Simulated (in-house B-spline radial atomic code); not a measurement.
# Te⁺: excited configurations

How much energy does it take to promote electrons of Te⁺ to other shells? Each configuration is solved by itself and compared with the reference.

Method: Dirac-Hartree-Fock, average of configuration, Fermi nucleus, basis-set limit. Code: in-house B-spline radial atomic code version 1.

### Step 1. The system

```
element       : tellurium (Z = 52)
charge        : +1
electrons     : 51
configuration : [Kr] 4d10 5s2 5p3
Hamiltonian   : Dirac-Coulomb
nucleus       : Fermi, rms radius 4.742 fm
```

The outer shells:

[Kr] 4d10 5s2 5p3
```
[Kr] core
4d [↑↓][↑↓][↑↓][↑↓][↑↓]
5s [↑↓]
5p [↑ ][↑ ][↑ ]
```

The boxes draw the filling by Hund's rule, which heavy ions in jj coupling don't follow; these runs average over all states of the configuration.

Settings of the run:

```ini
Z = 52
electrons = 51.0
configuration = [Kr] 4d10 5s2 5p3
hamiltonian = dirac
method = hf
spin_polarised = False
nucleus = fermi
rms_radius = 4.7423
mass_number = 130
atomic_mass = 129.906222745
speed_of_light = 137.035999084
```

This reference run was done before. Its total energy is -6793.375259 hartree, and its levels are (the highest eight at most):

| orbital | occupation | energy (eV) | <r> (bohr) |
| --- | --- | --- | --- |
| 4s1/2 | 2 | -202.63 | 0.7662 |
| 4p1/2 | 2 | -153.48 | 0.8049 |
| 4p3/2 | 4 | -143.37 | 0.8314 |
| 4d3/2 | 4 | -63.186 | 0.9596 |
| 4d5/2 | 6 | -61.611 | 0.9717 |
| 5s1/2 | 2 | -28.310 | 2.077 |
| 5p1/2 | 1 | -18.245 | 2.441 |
| 5p3/2 | 2 | -17.292 | 2.530 |

### Step 2. Configuration [Kr] 4d10 5s1 5p3 9g1

Settings of the run:

```ini
Z = 52
electrons = 51.0
configuration = [Kr] 4d10 5s1 5p3 9g1
hamiltonian = dirac
method = hf
spin_polarised = False
nucleus = fermi
rms_radius = 4.7423
mass_number = 130
atomic_mass = 129.906222745
speed_of_light = 137.035999084
```

### Step 3. Configuration [Ar] 3d9 4s2 4p6 4d10 5s2 5p3 6g1

Changes to the settings of step 2:

```diff
@@ -2,3 +2,3 @@
 electrons = 51.0
-configuration = [Kr] 4d10 5s1 5p3 9g1
+configuration = [Ar] 3d9 4s2 4p6 4d10 5s2 5p3 6g1
 hamiltonian = dirac
```

### Step 4. [Kr] 4d9 5s2 5p3 6d1

Changes to the settings of step 3:

```diff
@@ -2,3 +2,3 @@
 electrons = 51.0
-configuration = [Ar] 3d9 4s2 4p6 4d10 5s2 5p3 6g1
+configuration = [Kr] 4d9 5s2 5p3 6d1
 hamiltonian = dirac
```

### Step 5. Configuration [Ar] 3d10 4s2 4p5 4d10 5s2 5p3 6s1

Changes to the settings of step 4:

```diff
@@ -2,3 +2,3 @@
 electrons = 51.0
-configuration = [Kr] 4d9 5s2 5p3 6d1
+configuration = [Ar] 3d10 4s2 4p5 4d10 5s2 5p3 6s1
 hamiltonian = dirac
```

### Step 6. [Kr] 4d10 5s2 5p2 7s1

Changes to the settings of step 5:

```diff
@@ -2,3 +2,3 @@
 electrons = 51.0
-configuration = [Ar] 3d10 4s2 4p5 4d10 5s2 5p3 6s1
+configuration = [Kr] 4d10 5s2 5p2 7s1
 hamiltonian = dirac
```

### Step 7. [Kr] 4d10 5s2 5p2 6g1

Changes to the settings of step 6:

```diff
@@ -2,3 +2,3 @@
 electrons = 51.0
-configuration = [Kr] 4d10 5s2 5p2 7s1
+configuration = [Kr] 4d10 5s2 5p2 6g1
 hamiltonian = dirac
```

Q: How far above the reference does each configuration lie (order and size, in eV)?

The runs gave:

| net move | configuration | energy above the reference (eV) | with Breit, QED, recoil (eV) | largest <r> (bohr) |
| --- | --- | --- | --- | --- |
| 5p → 7s | [Kr] 4d10 5s2 5p2 7s1 | 13.093 | 13.088 | 10.1 |
| 5p → 6g | [Kr] 4d10 5s2 5p2 6g1 | 15.681 | 15.674 | 22.0 |
| 5s → 9g | [Kr] 4d10 5s1 5p3 9g1 | 27.018 | 26.985 | 55.7 |
| 4d → 6d | [Kr] 4d9 5s2 5p3 6d1 | 54.571 | 54.608 | 9.57 |
| 4p → 6s | [Ar] 3d10 4s2 4p5 4d10 5s2 5p3 6s1 | 133.70 | 133.55 | 5.13 |
| 3d → 6g | [Ar] 3d9 4s2 4p6 4d10 5s2 5p3 6g1 | 594.41 | 594.15 | 22.0 |

Quantum defects of the promoted electron, δ = n − ζ/√(−2ε) with ζ = 2 and ε its orbital energy in hartree:

| promotion | δ |
| --- | --- |
| 5p → 7s | 3.357 |
| 5p → 6g | 0.001 |
| 5s → 9g | 0.002 |
| 4d → 6d | 2.189 |
| 4p → 6s | 3.438 |
| 3d → 6g | 0.001 |

At the bottom stands 5p → 7s (13.093 eV), at the top 3d → 6g (594.41 eV). 4 of them lie more than 2 % above the ionisation threshold that Koopmans' theorem gives (17.292 eV), where such states can decay by emitting an electron. Of those tabulated, the defect is largest for 6s (3.44) and least for 6g (0.00): low angular momentum penetrates the core, high angular momentum stays outside it. Two partly filled shells share a symmetry and can mix in the average, which may lower the energy, for: 4d → 6d; 4p → 6s. These are averages over configurations, without correlation, not spectroscopic levels.
